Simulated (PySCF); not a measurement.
# TcO₄−: NMR shieldings, part 2 of 2

PySCF 2.14.0. Atoms count from 0. Earlier steps stand in the parts before.

## (5) NMR shieldings: PBE0/pcJ-1 Tc:dyall-v2z, spin-free

Job settings and geometry (Å):

```
{"job": {"xc": "PBE0", "basis": {"default": "pcJ-1", "Tc": "dyall-v2z"}, "rel": "sf", "two": true, "kind": "hnmr"}, "charge": -1, "multiplicity": 1}
Tc    -0.000170    -0.000040    -0.000190
O      0.010420    -0.017610     1.666580
O      1.567960     0.010310    -0.565110
O     -0.792760     1.364880    -0.536320
O     -0.785450    -1.357540    -0.564950
```

Level: PBE0/pcJ-1 Tc:dyall-v2z GIAO NMR shielding, X2C without spin-orbit coupling but with the spin-dependent field terms, Gaussian nuclei, gas phase.

Output:

```text
spin-free SCF
coarse grid: 28896 points
cycle   1  E = -4583.3259749863  dE =  2.361e+00  |g| = 3.888e+00  |ddm| = 2.419e+00
cycle   2  E = -4567.8029178556  dE =  1.552e+01  |g| = 1.148e+01  |ddm| = 7.391e+00
cycle   3  E = -4584.6760371603  dE = -1.687e+01  |g| = 3.075e+00  |ddm| = 5.249e+00
cycle   4  E = -4586.0022263354  dE = -1.326e+00  |g| = 7.422e-01  |ddm| = 8.996e-01
cycle   5  E = -4586.0487773949  dE = -4.655e-02  |g| = 3.650e-01  |ddm| = 1.894e-01
cycle   6  E = -4586.0593615681  dE = -1.058e-02  |g| = 2.390e-01  |ddm| = 1.945e-01
cycle   7  E = -4586.0699496859  dE = -1.059e-02  |g| = 1.489e-02  |ddm| = 1.128e-01
cycle   8  E = -4586.0699554751  dE = -5.789e-06  |g| = 1.454e-02  |ddm| = 1.278e-02
cycle   9  E = -4586.0699838282  dE = -2.835e-05  |g| = 7.188e-03  |ddm| = 7.363e-03
cycle  10  E = -4586.0699923368  dE = -8.509e-06  |g| = 9.510e-04  |ddm| = 3.094e-03
final grid: 59056 points
cycle  11  E = -4586.0697447472  dE =  2.485e-07  |g| = 3.305e-03  |ddm| = 1.653e-03
cycle  12  E = -4586.0697313368  dE =  1.341e-05  |g| = 1.013e-02  |ddm| = 4.879e-03
cycle  13  E = -4586.0697461677  dE = -1.483e-05  |g| = 1.800e-04  |ddm| = 3.788e-03
cycle  14  E = -4586.0697461719  dE = -4.166e-09  |g| = 2.568e-05  |ddm| = 5.491e-05
converged SCF energy = -4586.0697461719
two-component SCF
cycle   1  E = -4586.0697461718  dE = -4.586e+03  |FDS-SDF| = 2.568e-05
cycle   2  E = -4586.0697461713  dE =  4.311e-10  |FDS-SDF| = 5.968e-05
converged, E = -4586.0697461713

Field gradients (au) and densities at the nuclei (bohr^-3)
atom        Vxx        Vyy        Vzz        centre      nuclear mean
  0 Tc     0.0007     0.0035    -0.0042      98565.767      96882.245
  1 O     -0.1285    -0.1292     0.2577        311.553        311.542
  2 O     -0.1285    -0.1290     0.2575        311.553        311.542
  3 O     -0.1283    -0.1291     0.2574        311.553        311.542
  4 O     -0.1283    -0.1289     0.2573        311.553        311.542
without picture change
  0 Tc                          -0.0044                    193778.278

Core orbital energies (eV)
atom   shell        mean    spread
  0 Tc 1s       -20913.401   0.000
  0 Tc 2s        -3000.880   0.000
  0 Tc 3s         -528.587   0.000
  0 Tc 4s          -74.283   0.000
  0 Tc 2p1/2     -2684.511   0.000
  0 Tc 2p3/2     -2684.511   0.000
  0 Tc 3p1/2      -423.860   0.000
  0 Tc 3p3/2      -423.860   0.000
  0 Tc 4p1/2       -45.129   0.000
  0 Tc 4p3/2       -45.129   0.000
  0 Tc 3d3/2      -254.097   0.000
  0 Tc 3d5/2      -254.095   0.003

Shielding tensors (ppm)
atom      isotropic    diamagn.    paramagn.     s11        s22        s33       span
  0 Tc     -864.59     3882.50    -4747.09    -865.22    -864.60    -863.94       1.28
  1 O      -407.93      404.40     -812.33    -424.40    -423.83    -375.57      48.83
  2 O      -407.91      404.40     -812.32    -424.46    -423.77    -375.52      48.94
  3 O      -408.01      404.41     -812.41    -424.50    -423.98    -375.54      48.95
  4 O      -408.01      404.41     -812.41    -424.40    -424.10    -375.52      48.88
```

Run time: 1.9 min. Hardware: 1 thread of AMD EPYC 7R43, shared host; peak memory 1.2 GiB.

## (6) NMR shieldings: PBE0/pcJ-1 Tc:dyall-v2z, non-relativistic

Job settings and geometry (Å):

```
{"job": {"xc": "PBE0", "basis": {"default": "pcJ-1", "Tc": "dyall-v2z"}, "rel": "nr", "kind": "hnmr"}, "charge": -1, "multiplicity": 1}
Tc    -0.000170    -0.000040    -0.000190
O      0.010420    -0.017610     1.666580
O      1.567960     0.010310    -0.565110
O     -0.792760     1.364880    -0.536320
O     -0.785450    -1.357540    -0.564950
```

Level: PBE0/pcJ-1 Tc:dyall-v2z GIAO NMR shielding, non-relativistic, Gaussian nuclei, gas phase.

Output:

```text
non-relativistic SCF
coarse grid: 28896 points
cycle   1  E = -4504.2255995611  dE = -6.814e+01  |g| = 6.290e+00  |ddm| = 2.759e+00
cycle   2  E = -4487.7253193204  dE =  1.650e+01  |g| = 1.235e+01  |ddm| = 7.625e+00
cycle   3  E = -4507.1191430976  dE = -1.939e+01  |g| = 1.127e+00  |ddm| = 6.568e+00
cycle   4  E = -4507.0910299728  dE =  2.811e-02  |g| = 1.265e+00  |ddm| = 1.086e+00
cycle   5  E = -4507.2968297827  dE = -2.058e-01  |g| = 3.855e-01  |ddm| = 5.325e-01
cycle   6  E = -4507.3206786115  dE = -2.385e-02  |g| = 1.306e-01  |ddm| = 2.031e-01
cycle   7  E = -4507.3232169482  dE = -2.538e-03  |g| = 2.558e-02  |ddm| = 5.152e-02
cycle   8  E = -4507.3232749595  dE = -5.801e-05  |g| = 1.844e-02  |ddm| = 1.962e-02
cycle   9  E = -4507.3233389660  dE = -6.401e-05  |g| = 9.316e-04  |ddm| = 9.088e-03
cycle  10  E = -4507.3233390631  dE = -9.706e-08  |g| = 5.227e-04  |ddm| = 4.404e-04
final grid: 59056 points
cycle  11  E = -4507.3232731976  dE =  3.343e-07  |g| = 1.746e-03  |ddm| = 9.768e-04
cycle  12  E = -4507.3232689048  dE =  4.293e-06  |g| = 5.731e-03  |ddm| = 2.694e-03
cycle  13  E = -4507.3232736371  dE = -4.732e-06  |g| = 4.859e-05  |ddm| = 2.072e-03
cycle  14  E = -4507.3232736371  dE = -2.365e-11  |g| = 4.270e-05  |ddm| = 4.473e-05
converged SCF energy = -4507.3232736371
check of the scalar solution
cycle   1  E = -4507.3232736371  dE = -4.507e+03  |FDS-SDF| = 4.270e-05
cycle   2  E = -4507.3232736363  dE =  8.040e-10  |FDS-SDF| = 8.181e-05
converged, E = -4507.3232736363

Field gradients (au) and densities at the nuclei (bohr^-3)
atom        Vxx        Vyy        Vzz        centre      nuclear mean
  0 Tc     0.0006     0.0032    -0.0038      55150.566      55006.816
  1 O     -0.1426    -0.1433     0.2859        308.995        308.982
  2 O     -0.1426    -0.1431     0.2857        308.995        308.982
  3 O     -0.1424    -0.1433     0.2857        308.995        308.982
  4 O     -0.1424    -0.1431     0.2855        308.995        308.982

Core orbital energies (eV)
atom   shell        mean    spread
  0 Tc 1s       -20391.614   0.000
  0 Tc 2s        -2874.576   0.000
  0 Tc 3s         -504.190   0.000
  0 Tc 4s          -69.883   0.000
  0 Tc 2p        -2651.727   0.000
  0 Tc 3p         -417.189   0.000
  0 Tc 4p          -44.006   0.000
  0 Tc 3d         -257.780   0.003

Shielding tensors (ppm)
atom      isotropic    diamagn.    paramagn.     s11        s22        s33       span
  0 Tc    -1515.48     4127.63    -5643.11   -1516.05   -1515.47   -1514.92       1.13
  1 O      -457.90      406.35     -864.24    -460.94    -460.33    -452.42       8.53
  2 O      -457.90      406.35     -864.25    -461.03    -460.28    -452.40       8.64
  3 O      -458.01      406.35     -864.36    -461.08    -460.51    -452.43       8.65
  4 O      -458.02      406.36     -864.37    -460.99    -460.65    -452.42       8.57
```

Run time: 44 s. Hardware: 1 thread of AMD EPYC 7R43, shared host; peak memory 1 GiB.

## (7) NMR shieldings: GIAO PBE0/pcJ-1 Tc:def2-TZVP, core potentials from Rb on, else non-relativistic

Job settings and geometry (Å):

```
{"job": {"xc": "PBE0", "basis": {"default": "pcJ-1", "Tc": "def2-TZVP"}, "rel": "ecp", "pop": false, "kind": "hnmr"}, "charge": -1, "multiplicity": 1}
Tc    -0.000170    -0.000040    -0.000190
O      0.010420    -0.017610     1.666580
O      1.567960     0.010310    -0.565110
O     -0.792760     1.364880    -0.536320
O     -0.785450    -1.357540    -0.564950
```

Level: GIAO PBE0/pcJ-1 Tc:def2-TZVP NMR shielding, scalar-relativistic core potentials on the heavy atoms, no spin-orbit coupling, gas phase.

Output:

```text
coarse grid: 28896 points
cycle   1  E = -381.0514908227  dE = -6.769e+00  |g| = 1.762e+00  |ddm| = 4.193e+00
cycle   2  E = -378.2612309863  dE =  2.790e+00  |g| = 4.438e+00  |ddm| = 2.680e+00
cycle   3  E = -381.4872276845  dE = -3.226e+00  |g| = 6.211e-01  |ddm| = 2.185e+00
cycle   4  E = -381.5576413868  dE = -7.041e-02  |g| = 1.137e-01  |ddm| = 4.899e-01
cycle   5  E = -381.5600340545  dE = -2.393e-03  |g| = 5.985e-03  |ddm| = 6.266e-02
cycle   6  E = -381.5600346822  dE = -6.277e-07  |g| = 4.929e-03  |ddm| = 4.429e-03
cycle   7  E = -381.5600378450  dE = -3.163e-06  |g| = 2.753e-03  |ddm| = 3.737e-03
final grid: 59056 points
cycle   8  E = -381.5599649556  dE =  1.313e-05  |g| = 8.787e-03  |ddm| = 5.741e-03
cycle   9  E = -381.5598251420  dE =  1.398e-04  |g| = 2.856e-02  |ddm| = 1.851e-02
cycle  10  E = -381.5599795656  dE = -1.544e-04  |g| = 1.903e-04  |ddm| = 1.417e-02
cycle  11  E = -381.5599795694  dE = -3.720e-09  |g| = 1.041e-04  |ddm| = 1.194e-04
cycle  12  E = -381.5599795711  dE = -1.771e-09  |g| = 2.157e-05  |ddm| = 5.645e-05
cycle  13  E = -381.5599795712  dE = -8.708e-11  |g| = 4.645e-06  |ddm| = 1.293e-05
converged SCF energy = -381.5599795712

GIAO shielding tensors (ppm)
atom      isotropic    diamagn.    paramagn.     s11        s22        s33       span
  0 Tc         nan         nan         nan        nan        nan        nan        nan
  1 O     -408.865     404.745    -813.609   -420.938   -420.317   -385.339     35.600
  2 O     -408.827     404.747    -813.574   -421.041   -420.205   -385.237     35.804
  3 O     -408.900     404.749    -813.649   -421.072   -420.418   -385.210     35.861
  4 O     -408.874     404.751    -813.625   -420.924   -420.573   -385.125     35.798
```

Wall time 13 s (1 thread of AMD EPYC 7R43, shared host); peak memory 0.74 GiB.

An atom whose core is replaced by a potential has no meaningful shielding, so its row holds no numbers.

## (8) Shieldings side by side

```tsv
run	Tc0	O4	O3	O2	O1	time
step 2, PBE0/pcJ-1 Tc:dyall-v2z, spin–orbit	-914.5	-404.3	-404.3	-404.2	-404.2	3.3 min
step 3, PBE0/pcJ-1 Tc:dyall-v2z, spin–orbit (one-electron part alone)	-926.4	-400.9	-400.9	-400.8	-400.8	2.4 min
step 4, PBE0/pcJ-1 Tc:dyall-v2z, spin-free	-1380.5	-411.1	-411.1	-411.0	-411.0	48 s
step 5, PBE0/pcJ-1 Tc:dyall-v2z, spin-free with spin-dependent field terms	-864.6	-408.0	-408.0	-407.9	-407.9	1.9 min
step 6, PBE0/pcJ-1 Tc:dyall-v2z, non-relativistic	-1515.5	-458.0	-458.0	-457.9	-457.9	44 s
step 7, GIAO PBE0/pcJ-1 Tc:def2-TZVP, core potentials from Rb on, else non-relativistic	–	-408.9	-408.9	-408.8	-408.9	13 s
```

## (9) Outcome

This closing draws on all 2 parts.

```
                                                                                               quantity                                                        value
                          energy from spin-orbit coupling (step 2, PBE0/pcJ-1 Tc:dyall-v2z, spin–orbit)                                                   -0.3067 Eh
                                               shieldings (step 2, PBE0/pcJ-1 Tc:dyall-v2z, spin–orbit)   Tc0 -914.5, O1 -404.2, O2 -404.2, O3 -404.3, O4 -404.3 ppm
energy from spin-orbit coupling (step 3, PBE0/pcJ-1 Tc:dyall-v2z, spin–orbit (one-electron part alone))                                                   -0.3398 Eh
                     shieldings (step 3, PBE0/pcJ-1 Tc:dyall-v2z, spin–orbit (one-electron part alone))   Tc0 -926.4, O1 -400.8, O2 -400.8, O3 -400.9, O4 -400.9 ppm
                                                shieldings (step 4, PBE0/pcJ-1 Tc:dyall-v2z, spin-free)  Tc0 -1380.5, O1 -411.0, O2 -411.0, O3 -411.1, O4 -411.1 ppm
                shieldings (step 5, PBE0/pcJ-1 Tc:dyall-v2z, spin-free with spin-dependent field terms)   Tc0 -864.6, O1 -407.9, O2 -407.9, O3 -408.0, O4 -408.0 ppm
                                         shieldings (step 6, PBE0/pcJ-1 Tc:dyall-v2z, non-relativistic)  Tc0 -1515.5, O1 -457.9, O2 -457.9, O3 -458.0, O4 -458.0 ppm
   shieldings (step 7, GIAO PBE0/pcJ-1 Tc:def2-TZVP, core potentials from Rb on, else non-relativistic)               O1 -408.9, O2 -408.8, O3 -408.9, O4 -408.9 ppm
```

The steps not marked spin–orbit leave spin-orbit coupling out. Tc0 moves most between the runs, by 651 ppm; the labels say what changes from run to run. The geometry comes from tight binding, which is rough for metal atoms, and these values hang on it.
